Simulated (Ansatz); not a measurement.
Task: a rigid torsion scan of F₃GeHS, SMILES [F][Ge]([F])([F])[SH], with Ansatz's Python interface. Give the script and its output. Settings (for the species named): PBE0, def2-SVP basis, multiplicity 1.

```yaml
atoms:
  - { symbol: F, position_ang: [-0.7919, -1.0333, 1.3624] }
  - { symbol: Ge, position_ang: [0.2498, -0.4399, 0.0917] }
  - { symbol: F, position_ang: [1.8693, -0.8613, 0.5081] }
  - { symbol: F, position_ang: [-0.0974, -1.1917, -1.4332] }
  - { symbol: S, position_ang: [0.0909, 1.7607, -0.1345] }
  - { symbol: H, position_ang: [-1.2786, 1.7015, -0.4408] }
```

`torsion.py`
```python
"""Energy of F3GeHS as one group turns about a bond."""

import ansatz
from ase import Atoms

atoms = Atoms(["F", "Ge", "F", "F", "S", "H"], positions=[
    (-0.7919, -1.0333, 1.3624),
    (0.2498, -0.4399, 0.0917),
    (1.8693, -0.8613, 0.5081),
    (-0.0974, -1.1917, -1.4332),
    (0.0909, 1.7607, -0.1345),
    (-1.2786, 1.7015, -0.4408),
])

# relax first, so that the scan starts from a minimum
first = (
    ansatz.Crystal.molecule_from_ase(atoms).calculation()
    .basis(gaussian="def2-SVP")
    .functional("pbe0")
    .relax(force_tolerance=0.02, max_steps=80)
)
atoms.positions = first.run(threads=1, pin="off").report["positions_ang"]

start = atoms.get_dihedral(0, 1, 4, 5)
energies = {}
for turn in range(0, 360, 30):
    turned = atoms.copy()
    turned.set_dihedral(0, 1, 4, 5, start + turn, indices=[4, 5])
    calc = ansatz.Crystal.molecule_from_ase(turned).calculation()
    calc = calc.basis(gaussian="def2-SVP")
    calc = calc.functional("pbe0")
    energies[round((start + turn) % 360)] = calc.run(threads=1, pin="off").report["free_energy_ev"]
floor = min(energies.values())
print("dihedral F0-Ge1-S4-H5 (deg)   E - E(min) (eV)")
for angle, e in sorted(energies.items()):
    print(f"{angle:8d} {(e - floor):14.3f}  " + "#" * int(30 * (e - floor) / max(max(energies.values()) - floor, 1e-9)))
```

Output of `python torsion.py`:
```text
dihedral F0-Ge1-S4-H5 (deg)   E - E(min) (eV)
       1          0.019  #######################
      31          0.024  #############################
      61          0.018  ######################
      91          0.008  ##########
     121          0.003  ####
     151          0.008  ##########
     181          0.018  ######################
     211          0.024  ##############################
     241          0.019  #######################
     271          0.007  ########
     301          0.000
     331          0.007  ########
```

The scan is rigid and the energies are electronic, in a modest basis. With rigid groups the curve can differ much from the relaxed path, the start wasn't checked as a minimum of this torsion, and equivalent turns needn't return to the same energy. The whole script took 67 s on 1 thread of Arm Neoverse V1 (shared host), peak memory 0.3 GiB.
